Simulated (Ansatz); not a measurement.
# C2H6BClO (SMILES CCB(O)Cl): a chain of runs

We compute a geometry optimisation (singlet C2H6BClO, HSE06-D4/STO-3G), then vibrational wavenumbers (singlet C2H6BClO, HSE06-D4/STO-3G), then a single-point energy (singlet C2H6BClO, CCSD(T)/STO-3G), then a single-point energy (doublet C2H6BClO+, UCCSD(T)/STO-3G), then a structure relaxation (doublet C2H6BClO+, UHSE06-D4/STO-3G) of C2H6BClO. 

The results are computed with Ansatz 0.2.0.

**1. The structure to begin with**

C2H6BClO has 11 atoms, charge 0, and is taken as a singlet. As SMILES, `CCB(O)Cl`. All atoms were displaced at random from a relaxed shape. This is a higher conformer, about 11 kJ/mol above the lowest found by a separate search. The run starts from this shape.

Bond lengths: C1–C2 1.565 Å, C2–B3 1.279 Å, B3–O4 1.415 Å, B3–Cl5 1.974 Å, C1–H6 1.072 Å, C1–H7 1.098 Å, C1–H8 1.096 Å, C2–H9 1.215 Å, C2–H10 1.199 Å, O4–H11 1.036 Å. Some angles: C1–C2–B3 127.2°, C2–B3–O4 133.5°, C2–B3–Cl5 122.5°, O4–B3–Cl5 103.0°, C1–C2–H9 96.1°, C1–C2–H10 104.3°, B3–C2–H9 103.4°, B3–C2–H10 120.1°, C2–C1–H6 111.9°, C2–C1–H7 113.9°.

**2. A geometry optimisation at HSE06-D4/STO-3G (run 1)**

The input, job.yaml:

```yaml
crystal:
  periodic: [false, false, false]
  atoms:
    - {symbol: C, position_ang: [-0.867462, -0.023031, -1.189309]}
    - {symbol: C, position_ang: [-0.010473, -0.402638, 0.064265]}
    - {symbol: B, position_ang: [0.734253, 0.373762, 0.756822]}
    - {symbol: O, position_ang: [1.158098, 0.368138, 2.106816]}
    - {symbol: Cl, position_ang: [1.256931, 2.172584, 0.135286]}
    - {symbol: H, position_ang: [-0.348389, 0.654889, -1.838045]}
    - {symbol: H, position_ang: [-1.253588, -0.889349, -1.742847]}
    - {symbol: H, position_ang: [-1.672283, 0.554522, -0.720292]}
    - {symbol: H, position_ang: [0.786842, -1.100562, -0.530036]}
    - {symbol: H, position_ang: [-0.642225, -1.267099, 0.603254]}
    - {symbol: H, position_ang: [0.850313, -0.569183, 2.423739]}
basis:
  gaussian: {orbitals: STO-3G}
hamiltonian: {xc: {name: HSE06}, dispersion: d4}
relax: {}
```

Started as:

```bash
ansatz run job.yaml --threads 1 --pin off --max-ram 2610MiB --events-out events.jsonl --progress --plain --runs-dir runs
```

Log:

```text
Warning: RAYON_NUM_THREADS=1 ignored (pool sized by the plan → 1); use --threads N
The last accepted step is kept in runs//last_step.txt (removed where the run ends without a failure and the disk answers)
[... 138 lines left out ...]
Total energy: -17213.03339502 eV, -632.5673098538 hartree
[... 11 lines left out ...]
Dipole moment:    -0.341538    -0.606032     0.279865 e Å
```

It took 49 s on 1 thread of Arm Neoverse V1, shared host; peak memory 0.15 GiB.

The path in brief:

```csv
step,energy from the first frame kept (eV),largest force (eV/Å)
1,0.0000,20.3755
2,-2.7238,5.5693
3,-3.0146,1.1876
4,-3.0021,3.1976
5,-3.1132,0.7687
6,-3.1366,0.4212
7,-3.1460,0.1865
8,-3.1507,0.1006
9,-3.1522,0.2932
10,-3.1539,0.1958
11,-3.1557,0.1402
12,-3.1567,0.0755
13,-3.1532,0.4371
14,-3.1573,0.0701
15,-3.1574,0.0462
16,-3.1575,0.0128
17,-3.1575,0.0038
```

After the run. Bond lengths: C1–C2 1.550 Å, C2–B3 1.583 Å, B3–O4 1.350 Å, B3–Cl5 1.800 Å, C1–H6 1.097 Å, C1–H7 1.098 Å, C1–H8 1.098 Å, C2–H9 1.101 Å, C2–H10 1.101 Å, O4–H11 1.012 Å. Some angles: C1–C2–B3 112.8°, C2–B3–O4 126.1°, C2–B3–Cl5 119.4°, O4–B3–Cl5 114.6°, C1–C2–H9 108.2°, C1–C2–H10 109.2°, B3–C2–H9 108.9°, B3–C2–H10 110.9°, C2–C1–H6 110.3°, C2–C1–H7 110.6°.

**3. Vibrational wavenumbers at HSE06-D4/STO-3G (run 2)**

The input, input.yaml:

```yaml
crystal:
  periodic: [false, false, false]
  atoms:
    - {symbol: C, position_ang: [-0.936178, -0.012941, -1.062019]}
    - {symbol: C, position_ang: [0.151843, -0.600680, -0.127753]}
    - {symbol: B, position_ang: [0.833796, 0.496578, 0.787570]}
    - {symbol: O, position_ang: [0.884819, 0.486073, 2.136282]}
    - {symbol: Cl, position_ang: [1.631126, 1.915197, 0.019279]}
    - {symbol: H, position_ang: [-0.510237, 0.777942, -1.692462]}
    - {symbol: H, position_ang: [-1.348457, -0.793525, -1.714869]}
    - {symbol: H, position_ang: [-1.762640, 0.420076, -0.483433]}
    - {symbol: H, position_ang: [0.924794, -1.073092, -0.754334]}
    - {symbol: H, position_ang: [-0.289904, -1.402349, 0.484255]}
    - {symbol: H, position_ang: [0.413056, -0.341245, 2.477136]}
basis:
  gaussian:
    orbitals: STO-3G
hamiltonian:
  xc: {name: HSE06}
  dispersion: d4
phonons:
  temperatures:
    t_min: 100
    t_max: 600
    t_step: 100
```

Started as:

```bash
ansatz run input.yaml --threads 1 --pin off --max-ram 2610MiB --events-out events.jsonl --progress --plain --runs-dir runs
```

Log:

```text
Warning: RAYON_NUM_THREADS=1 ignored (pool sized by the plan → 1); use --threads N
[... 424 lines left out ...]
Total energy: -17213.03341808 eV, -632.5673107015 hartree
[... 11 lines left out ...]
Dipole moment:    -0.341538    -0.606032     0.279864 e Å
Vibrations: 43.09 185.71 212.48 350.26 381.28 588.72 655.88 698.53 840.27 994.72 1108.45 1132.62 1163.83 1337.11 1399.34 1460.39 1584.44 1589.20 1670.58 1702.32 1708.13 3360.10 3364.33 3469.72 3530.92 3538.63 3877.75 cm⁻¹, zero-point energy 2.600495 eV
```

Run time: 1.8 min. Hardware: 1 thread of Arm Neoverse V1, shared host; peak memory 0.1 GiB.

**4. A single-point energy at CCSD(T)/STO-3G (run 3)**

The input, molecule.yaml:

```yaml
crystal:
  periodic: [false, false, false]
  atoms:
    - symbol: C
      position_ang: [-0.936178, -0.012941, -1.062019]
    - symbol: C
      position_ang: [0.151843, -0.600680, -0.127753]
    - symbol: B
      position_ang: [0.833796, 0.496578, 0.787570]
    - symbol: O
      position_ang: [0.884819, 0.486073, 2.136282]
    - symbol: Cl
      position_ang: [1.631126, 1.915197, 0.019279]
    - symbol: H
      position_ang: [-0.510237, 0.777942, -1.692462]
    - symbol: H
      position_ang: [-1.348457, -0.793525, -1.714869]
    - symbol: H
      position_ang: [-1.762640, 0.420076, -0.483433]
    - symbol: H
      position_ang: [0.924794, -1.073092, -0.754334]
    - symbol: H
      position_ang: [-0.289904, -1.402349, 0.484255]
    - symbol: H
      position_ang: [0.413056, -0.341245, 2.477136]
basis:
  gaussian:
    orbitals: STO-3G
scf:
  omitted_lower_state_checks: [cluster_reference]
output:
  orbitals: {seedname: orbitals}
correlation:
  method: ccsd_t
```

Started as:

```bash
ansatz run molecule.yaml --threads 1 --pin off --max-ram 2610MiB --events-out events.jsonl --progress --plain --runs-dir runs
```

Log (excerpt; [...] marks lines left out):

```text
Warning: RAYON_NUM_THREADS=1 ignored (pool sized by the plan → 1); use --threads N
Functional definition: HF
  name "HF"
[...]
460 factors; integrals over basis functions are off by at most 6.6e-5 eV
[...]
mean field -17176.31412117 eV, -631.2179014290 hartree, gradient 1.3e-6 eV, S^2 0.000000; 0 other end points of the search recorded, 0 dependent functions left out
9 core orbitals not correlated: weight in the atoms' cores, before any rotation towards them, 1.000 or more for the frozen orbitals, at most 0.000 for the correlated occupied ones
reference -17176.31412117 eV, -631.2179014290 hartree; 15, 15 occupied and 11, 11 virtual orbitals, 460 factors
second order -5.27812076 eV of doubles, -0.00000000 eV of singles
cycle   1  -6.16221935 eV  change   -8.8e-1 eV  update   9.7e-2
[...]
cycle   8  -6.72798668 eV  change    7.3e-6 eV  update   3.4e-5
perturbative correction -0.13653814 eV, -0.0050176842 hartree
Total energy: -17183.17864599 eV, -631.4701680632 hartree
Checks for a lower state left out: cluster_reference
```

It took 0.42 s on 1 thread of Arm Neoverse V1, shared host; peak memory 0.08 GiB.

**5. The doublet cation: the energy at UCCSD(T)/STO-3G (run 4)**

The input, job.yaml:

```yaml
crystal:
  periodic: [false, false, false]
  atoms:
    - {symbol: C, position_ang: [-0.936178, -0.012941, -1.062019]}
    - {symbol: C, position_ang: [0.151843, -0.600680, -0.127753]}
    - {symbol: B, position_ang: [0.833796, 0.496578, 0.787570]}
    - {symbol: O, position_ang: [0.884819, 0.486073, 2.136282]}
    - {symbol: Cl, position_ang: [1.631126, 1.915197, 0.019279]}
    - {symbol: H, position_ang: [-0.510237, 0.777942, -1.692462]}
    - {symbol: H, position_ang: [-1.348457, -0.793525, -1.714869]}
    - {symbol: H, position_ang: [-1.762640, 0.420076, -0.483433]}
    - {symbol: H, position_ang: [0.924794, -1.073092, -0.754334]}
    - {symbol: H, position_ang: [-0.289904, -1.402349, 0.484255]}
    - {symbol: H, position_ang: [0.413056, -0.341245, 2.477136]}
basis:
  gaussian: {orbitals: STO-3G}
total_charge: 1
magnetization: {spin_polarized: true, initial_magnetization: 1}
correlation: {method: ccsd_t}
scf: {omitted_lower_state_checks: [cluster_reference]}
```

Started as:

```bash
ansatz run job.yaml --threads 1 --pin off --max-ram 2610MiB --events-out events.jsonl --progress --plain --runs-dir runs
```

Log (excerpt; [...] marks lines left out):

```text
Warning: RAYON_NUM_THREADS=1 ignored (pool sized by the plan → 1); use --threads N
[... 2 set-up lines as earlier in the session ...]
[...]
459 factors; integrals over basis functions are off by at most 7.4e-5 eV
[...]
mean field -17167.13558016 eV, -630.8805962683 hartree, gradient 3.3e-6 eV, S^2 0.752204; 6 other end points of the search recorded, 0 dependent functions left out
9 core orbitals not correlated: weight in the atoms' cores, before any rotation towards them, 1.000 or more for the frozen orbitals, at most 0.000 for the correlated occupied ones
reference -17167.13558016 eV, -630.8805962683 hartree; 15, 14 occupied and 11, 12 virtual orbitals, 459 factors
second order -5.44041539 eV of doubles, -0.00000000 eV of singles
cycle   1  -6.28130057 eV  change   -8.4e-1 eV  update   1.1e-1
[...]
cycle  20  -7.04800322 eV  change    2.2e-5 eV  update   3.2e-5
perturbative correction -0.20216702 eV, -0.0074295008 hartree
Total energy: -17174.38575040 eV, -631.1470351103 hartree
Checks for a lower state left out: cluster_reference
```

Run time: 3.6 s. Hardware: 1 thread of Arm Neoverse V1, shared host; peak memory 0.088 GiB.

**6. The doublet cation: a geometry optimisation at UHSE06-D4/STO-3G (run 5)**

The input, job.yaml:

```yaml
crystal:
  periodic: [false, false, false]
  atoms:
    - symbol: C
      position_ang: [-0.936178, -0.012941, -1.062019]
    - symbol: C
      position_ang: [0.151843, -0.600680, -0.127753]
    - symbol: B
      position_ang: [0.833796, 0.496578, 0.787570]
    - symbol: O
      position_ang: [0.884819, 0.486073, 2.136282]
    - symbol: Cl
      position_ang: [1.631126, 1.915197, 0.019279]
    - symbol: H
      position_ang: [-0.510237, 0.777942, -1.692462]
    - symbol: H
      position_ang: [-1.348457, -0.793525, -1.714869]
    - symbol: H
      position_ang: [-1.762640, 0.420076, -0.483433]
    - symbol: H
      position_ang: [0.924794, -1.073092, -0.754334]
    - symbol: H
      position_ang: [-0.289904, -1.402349, 0.484255]
    - symbol: H
      position_ang: [0.413056, -0.341245, 2.477136]
basis:
  gaussian:
    orbitals: STO-3G
total_charge: 1
magnetization:
  spin_polarized: true
  initial_magnetization: 1
hamiltonian:
  xc: hse06
  dispersion: d4
relax: {}
```

Started as:

```bash
ansatz run job.yaml --threads 1 --pin off --max-ram 2610MiB --events-out events.jsonl --progress --plain --runs-dir runs
```

Log (excerpt; [...] marks lines left out):

```text
Warning: RAYON_NUM_THREADS=1 ignored (pool sized by the plan → 1); use --threads N
[... 1 set-up line as earlier in the session ...]
[... 153 lines left out ...]
Total energy: -17204.17341931 eV, -632.2417117520 hartree
[... 11 lines left out ...]
Dipole moment:    -0.670951    -0.643464     0.314598 e Å
```

It took 82 s on 1 thread of Arm Neoverse V1, shared host; peak memory 0.17 GiB.

The path in brief:

```csv
step,energy from the first frame kept (eV),largest force (eV/Å)
1,0.0000,2.8320
2,-0.2493,2.4024
3,-0.3524,1.0564
4,-0.3785,0.7063
5,-0.4035,0.5031
6,-0.4093,0.1249
7,-0.4118,0.1147
8,-0.4129,0.0831
9,-0.4124,0.4625
10,-0.4152,0.0404
11,-0.4169,0.0892
12,-0.4168,0.1478
13,-0.4178,0.0792
14,-0.4187,0.0646
15,-0.4188,0.1055
16,-0.4192,0.0400
17,-0.4193,0.0280
18,-0.4194,0.0061
19,-0.4194,0.0030
```

After the run. Bond lengths: C1–C2 1.529 Å, C2–B3 1.719 Å, B3–O4 1.311 Å, B3–Cl5 1.766 Å, C1–H6 1.101 Å, C1–H7 1.117 Å, C1–H8 1.099 Å, C2–H9 1.104 Å, C2–H10 1.110 Å, O4–H11 1.011 Å. Some angles: C1–C2–B3 106.2°, C2–B3–O4 122.9°, C2–B3–Cl5 110.4°, O4–B3–Cl5 126.7°, C1–C2–H9 113.6°, C1–C2–H10 115.0°, B3–C2–H9 107.8°, B3–C2–H10 102.4°, C2–C1–H6 112.8°, C2–C1–H7 104.5°.

**7. Summary of results**

| quantity | value |
| --- | --- |
| run 1, HSE06-D4/STO-3G: total energy at the end | -632.56731 Eh |
| run 1, HSE06-D4/STO-3G: dipole moment | 3.60 D |
| run 1, HSE06-D4/STO-3G: dispersion energy | -16.07 kJ/mol |
| run 2, HSE06-D4/STO-3G: largest force on an atom | 0.004 eV/Å |
| run 2, HSE06-D4/STO-3G: lowest harmonic wavenumber | 43 cm⁻¹ |
| run 2, HSE06-D4/STO-3G: highest harmonic wavenumber | 3878 cm⁻¹ |
| run 2, HSE06-D4/STO-3G: zero-point energy | 250.9 kJ/mol |
| run 3, CCSD(T)/STO-3G: total energy | -631.47017 Eh |
| run 3, CCSD(T)/STO-3G: HOMO energy (Hartree–Fock orbitals) | -10.01 eV |
| run 3, CCSD(T)/STO-3G: LUMO energy (Hartree–Fock orbitals) | 7.51 eV |
| run 3, CCSD(T)/STO-3G: HOMO–LUMO gap (Hartree–Fock orbitals) | 17.52 eV |
| run 3, CCSD(T)/STO-3G: correlation energy (9 core orbitals frozen) | -252.3 mEh |
| run 3, CCSD(T)/STO-3G: (T) correction | -5.02 mEh |
| run 3, CCSD(T)/STO-3G: T1 diagnostic | 0.014 |
| doublet cation, run 4: total energy | -631.14704 Eh |
| doublet cation, run 4: correlation energy (9 core orbitals frozen) | -266.4 mEh |
| doublet cation, run 4: (T) correction | -7.43 mEh |
| doublet cation, run 4: ⟨S²⟩ of the reference determinant | 0.752 |
| doublet cation, run 4: T1 diagnostic | 0.056 |
| doublet cation, run 5: total energy at the end | -632.24171 Eh |
| doublet cation, run 5: dispersion energy | -14.06 kJ/mol |
| doublet cation, run 5: ⟨S²⟩ | 0.753 |
| vertical ionisation energy (to the doublet cation), CCSD(T)/STO-3G | 8.793 eV |
| adiabatic ionisation energy (to the doublet cation, no zero-point term), HSE06-D4/STO-3G | 8.860 eV |

At CCSD(T)/STO-3G: the vertical ionisation energy comes to 8.79 eV (848 kJ/mol). In a minimal basis such a difference can be off by several eV, whatever the method. At HSE06-D4/STO-3G: the adiabatic ionisation energy (to the doublet cation, no zero-point term) is 8.86 eV (204 kcal/mol). The optimisation (run 1, HSE06-D4/STO-3G) took 16 steps and changed the energy by -3.158 eV. Mulliken charges (run 1, HSE06-D4/STO-3G) run from -0.26 on O4 to +0.35 on B3. All 27 modes (run 2, HSE06-D4/STO-3G) are real, so the shape is a minimum at this level.
